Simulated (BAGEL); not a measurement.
# GeH2Cl (SMILES [Cl][GeH2]) at NEVPT2(13,10)/6-31G(d) (density fitting with cc-pvqz-jkfit, spherical functions)

Aim: the vertical ionisation energy of GeH2Cl at NEVPT2(13,10)/6-31G* (density fitting with cc-pvqz-jkfit, spherical functions), from 2 runs. 

The results are computed with BAGEL 1.2.2.

3 further runs of the same task are left out: 1 that didn't finish, 2 set aside as unsound or not needed.

## Step 1: The system as given

The species is GeH2Cl (4 atoms), meant as a doublet with charge 0. SMILES: `[Cl][GeH2]`. Geometry: relaxed at PBE0-D4/def2-TZVP.

Bond lengths: Cl1–Ge2 2.156 Å, Ge2–H3 1.546 Å, Ge2–H4 1.546 Å. Angles: Cl1–Ge2–H3 106.8°, Cl1–Ge2–H4 106.8°, H3–Ge2–H4 112.3°.

## Step 2: The energy at NEVPT2(13,10)/6-31G(d) (density fitting with cc-pvqz-jkfit, spherical functions)

job.json reads:

```json
{ "bagel" : [

{
  "title" : "molecule",
  "basis" : "6-31gs.json",
  "df_basis" : "cc-pvqz-jkfit",
  "angstrom" : "true",
  "geometry" : [
    { "atom" : "Cl", "xyz" : [   -1.562900,    0.305200,    0.993500 ] },
    { "atom" : "Ge", "xyz" : [    0.106700,   -0.451100,   -0.141600 ] },
    { "atom" : "H", "xyz" : [    0.072700,    0.259600,   -1.514200 ] },
    { "atom" : "H", "xyz" : [    1.383400,   -0.113700,    0.662300 ] }
  ]
},
{ "title" : "hf", "charge" : 1 },
{ "title" : "casscf", "nstate" : 1, "nact" : 10, "nclosed" : 19, "charge" : 0, "nspin" : 1, "maxiter" : 200, "natocc" : "true" },
{
  "title" : "nevpt2",
  "nstate" : 1,
  "nact" : 10,
  "nclosed" : 19,
  "charge" : 0,
  "nspin" : 1,
  "maxiter" : 200,
  "natocc" : "true",
  "ncore" : 14
}

]}
```

The basis set 6-31G* is read from a file made from the Basis Set Exchange's data (not shown).

The run is started by

```bash
$ BAGEL_NUM_THREADS=1 BAGEL job.json > job.out
```

The program printed:

```text
* using 1 threads per process

  ===============================================================
  ===============================================================

  *** Geometry ***

  { "atom" : "Cl", "xyz" : [     -2.953453,      0.576744,      1.877443 ] },
  { "atom" : "Ge", "xyz" : [      0.201634,     -0.852455,     -0.267585 ] },
  { "atom" : "H", "xyz" : [      0.137383,      0.490573,     -2.861423 ] },
  { "atom" : "H", "xyz" : [      2.614247,     -0.214862,      1.251566 ] },

  Number of auxiliary basis functions:      468

  Since a DF basis is specified, we compute 2- and 3-index integrals:
    o Being stored without compression. Storage requirement is 0.011 GB

  Number of basis functions:       54
  Number of electrons      :       51

    * METHOD: MOLECULE                             0.14

  *** RHF ***

  === Nuclear Repulsion ===
   161.6472762639

      * DIIS with orbital gradients will be used.

  === RHF iteration (6-31gs.json) ===
      0      -2535.32183916          0.01185277           0.03
      1      -2535.38456637          0.00690670           0.03
      2      -2535.39911787          0.00116798           0.03
      3      -2535.39980297          0.00042566           0.03
      4      -2535.39989218          0.00013809           0.02
      5      -2535.39991321          0.00005666           0.03
[... 7 lines of this table left out ...]
     13      -2535.39991785          0.00000001           0.02
     14      -2535.39991785          0.00000000           0.03
    * SCF iteration converged.

    * Permanent dipole moment:
           (   -1.212860,     0.841291,     0.874619) a.u.

    * METHOD: HF                                   0.49

  ---------------------------
      CASSCF calculation
  ---------------------------

    * nstate   :      1
    * nclosed  :     19
    * nact     :     10
    * nvirt    :     25
  === CASSCF iteration (6-31gs.json) ===

    * Using the second-order algorithm

      0  0     -2535.72127638     1.08e-02      0.33

      1  0     -2535.75327056     1.81e-03      0.29

      2  0     -2535.76633023     4.78e-04      0.27

[... 51 lines of this table left out ...]

     29  0     -2535.76839145     6.83e-09      0.28

    * Second-order optimization converged. *

     guess   0:   closed 111111....           open ......1...

  === FCI iteration ===

      0  0     -2535.72102005     1.57e-03      0.01
      1  0     -2535.76560076     4.54e-04      0.01
      2  0     -2535.76813203     1.45e-04      0.01
      3  0     -2535.76836937     4.10e-05      0.01
      4  0     -2535.76838881     1.36e-05      0.01
      5  0     -2535.76839115     4.56e-06      0.01
[... 8 lines of this table left out ...]
     14  0     -2535.76839145     1.86e-10      0.01
     15  0 *   -2535.76839145     6.18e-11      0.01

     * ci vector, state   0, <S^2> = 0.7500
       222222a...    -0.9810942465
       22222.a2..    -0.0576891232
       22222.a.2.    -0.0542286942

    * METHOD: CASSCF                               9.07

    * freezing 14 orbitals

  === DF-NEVPT2 calculation ===

    * 3-index integral transformation done
    * assembly done

      NEVPT2 correlation energy:   -0.3062366439      0.06

          (+0)     -0.1545440114
          (+0)'    -0.0044386391
          (+1)     -0.0019357918
          (+1)'    -0.0005678319
          (+2)     -0.0002156006
          (-1)     -0.0048444784
          (-1)'    -0.0479178717
          (-2)     -0.0917724191

      NEVPT2 total energy:       -2536.0746280909

    * METHOD: NEVPT2                              51.77

  ===============================================================
```

Wall time 62 s (1 thread of AMD EPYC 9R45 (Zen 5), shared host); peak memory 3.5 GiB.

## Step 3: The singlet cation

job.json reads:

```json
{ "bagel": [

{
  "title": "molecule",
  "basis": "6-31gs.json",
  "df_basis": "cc-pvqz-jkfit",
  "angstrom": "true",
  "geometry": [
    { "atom": "Cl", "xyz": [      -1.562900,       0.305200,       0.993500 ] },
    { "atom": "Ge", "xyz": [       0.106700,      -0.451100,      -0.141600 ] },
    { "atom": "H", "xyz": [       0.072700,       0.259600,      -1.514200 ] },
    { "atom": "H", "xyz": [       1.383400,      -0.113700,       0.662300 ] }
  ]
},

{
  "title": "hf",
  "charge": 1
},

{
  "title": "nevpt2",
  "nstate": 1,
  "nact": 10,
  "nclosed": 19,
  "charge": 1,
  "maxiter": 200,
  "natocc": "true",
  "ncore": 14
}

]}
```

The basis set 6-31G* is read from a file made from the Basis Set Exchange's data (not shown).

The run is started by

```bash
$ BAGEL_NUM_THREADS=1 BAGEL job.json > job.out
```

The program printed:

```text
* using 1 threads per process

  ===============================================================
  ===============================================================

  *** Geometry ***

  { "atom" : "Cl", "xyz" : [     -2.953453,      0.576744,      1.877443 ] },
  { "atom" : "Ge", "xyz" : [      0.201634,     -0.852455,     -0.267585 ] },
  { "atom" : "H", "xyz" : [      0.137383,      0.490573,     -2.861423 ] },
  { "atom" : "H", "xyz" : [      2.614247,     -0.214862,      1.251566 ] },

  Number of auxiliary basis functions:      468

  Since a DF basis is specified, we compute 2- and 3-index integrals:
    o Being stored without compression. Storage requirement is 0.011 GB

  Number of basis functions:       54
  Number of electrons      :       51

    * METHOD: MOLECULE                             0.14

  *** RHF ***

  === Nuclear Repulsion ===
   161.6472762639

      * DIIS with orbital gradients will be used.

  === RHF iteration (6-31gs.json) ===
      0      -2535.32183916          0.01185277           0.03
      1      -2535.38456637          0.00690670           0.03
      2      -2535.39911787          0.00116798           0.03
      3      -2535.39980297          0.00042566           0.03
      4      -2535.39989218          0.00013809           0.03
      5      -2535.39991321          0.00005666           0.03
[... 7 lines of this table left out ...]
     13      -2535.39991785          0.00000001           0.03
     14      -2535.39991785          0.00000000           0.03
    * SCF iteration converged.

    * Permanent dipole moment:
           (   -1.212860,     0.841291,     0.874619) a.u.

    * METHOD: HF                                   0.51

    * freezing 14 orbitals
  ---------------------------
      CASSCF calculation
  ---------------------------

    * nstate   :      1
    * nclosed  :     19
    * nact     :     10
    * nvirt    :     25
  === CASSCF iteration (6-31gs.json) ===

    * Using the second-order algorithm

      0  0     -2535.42801127     3.04e-03      0.73

      1  0     -2535.46441292     1.98e-03      0.97

      2  0     -2535.47435348     4.64e-04      0.97

[... 63 lines of this table left out ...]

     35  0     -2535.47564447     7.82e-09      0.85

    * Second-order optimization converged. *

     guess   0:   closed 111111....           open ..........

  === FCI iteration ===

      0  0     -2535.39660329     1.49e-03      0.03
      1  0     -2535.46753866     5.73e-04      0.04
      2  0     -2535.47464844     2.04e-04      0.04
      3  0     -2535.47550175     7.26e-05      0.04
      4  0     -2535.47561696     3.17e-05      0.04
      5  0     -2535.47563905     1.46e-05      0.04
[... 10 lines of this table left out ...]
     16  0     -2535.47564447     2.67e-10      0.04
     17  0 *   -2535.47564447     8.81e-11      0.04

     * ci vector, state   0, <S^2> = 0.0000
       222222....     0.9653409959
       22222.2...    -0.0836405285
       2222.22...    -0.0791527694
       2222.2..2.    -0.0554328067

  === DF-NEVPT2 calculation ===

    * 3-index integral transformation done
    * assembly done

      NEVPT2 correlation energy:   -0.2891093888      0.06

          (+0)     -0.1518880246
          (+0)'    -0.0042372346
          (+1)     -0.0038839495
          (+1)'    -0.0006607659
          (+2)     -0.0002684779
          (-1)     -0.0041003436
          (-1)'    -0.0507207451
          (-2)     -0.0733498477

      NEVPT2 total energy:       -2535.7647538613

    * METHOD: NEVPT2                             107.16

  ===============================================================
```

Wall time 1.8 min (1 thread of AMD EPYC 9R45 (Zen 5), shared host); peak memory 4.3 GiB.

## Step 4: Results

At NEVPT2(13,10)/6-31G* (density fitting with cc-pvqz-jkfit, spherical functions), 14 core orbitals frozen:

```
                                          quantity           value
                      doublet GeH2Cl: total energy  -2536.07463 Eh
                      singlet cation: total energy  -2535.76475 Eh
vertical ionisation energy (to the singlet cation)        8.432 eV
```

In words: The vertical ionisation energy comes to 8.43 eV (194 kcal/mol). Only the singlet of the ionised species was computed; a triplet could lie lower.
